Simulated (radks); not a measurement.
# Valence configurations of Ar⁺

NIST gives [Ne] 3s2 3p5 as the ground configuration of Ar⁺. Does this level of theory agree? Several fillings of the valence shells are run.

Program: radks (a radial shooting solver on a logarithmic mesh, Libxc functionals) version 1. Level of theory: scalar-relativistic Kohn-Sham, SCAN, spin-polarised, spherical densities, finite nucleus; open shells are filled with parallel spins first. These are calculated values, not measurements, unless marked.

### Step 1. What is computed

```
element            : argon (Z = 18)
charge             : +1
electrons          : 17
configuration      : [Ne] 3s2 3p5
nuclear rms radius : 3.4274 fm
others tried       : 3s1 3p6; 3s1.5 3p5.5
```

The outer shells:

Ar⁺
```
[Ne] core
3s [↑↓]
3p [↑↓][↑↓][↑ ]
```

### Step 2. [Ne] 3s2 3p5

Input:

```text
Z 18
configuration [Ne] 3s2 3p5
relativity scalar-relativistic
functional scan,scan
spin polarised
nucleus finite rms 3.4274 fm
c 137.035999084
```

### Step 3. [Ne] 3s1 3p6

Changes since step 2:

```diff
@@ -1,3 +1,3 @@
 Z 18
-configuration [Ne] 3s2 3p5
+configuration [Ne] 3s1 3p6
 relativity scalar-relativistic
```

### Step 4. [Ne] 3s1.5 3p5.5

Changes since step 3:

```diff
@@ -1,3 +1,3 @@
 Z 18
-configuration [Ne] 3s1 3p6
+configuration [Ne] 3s1.5 3p5.5
 relativity scalar-relativistic
```

What does the calculation give? Wanted: for each run, valence; E − E(NIST configuration); moment; highest level; its energy; 1s shift.

The runs gave:

```
    valence  E − E(NIST configuration) (eV)  moment (μB)  highest level  its energy (eV)  1s shift (eV)
    3s2 3p5                           0.000            1        3p down          -21.824          +0.00
3s1.5 3p5.5                           7.642            1        3p down          -22.096          -0.73
    3s1 3p6                          15.224            1        3p down          -22.339          -1.48
```

The NIST configuration is the lowest of those tried, 7.642 eV under 3s1.5 3p5.5. The energies are those of spherical high-spin densities, not of single terms. The 1s eigenvalue shifts by up to 1.48 eV as the valence charge is rearranged.
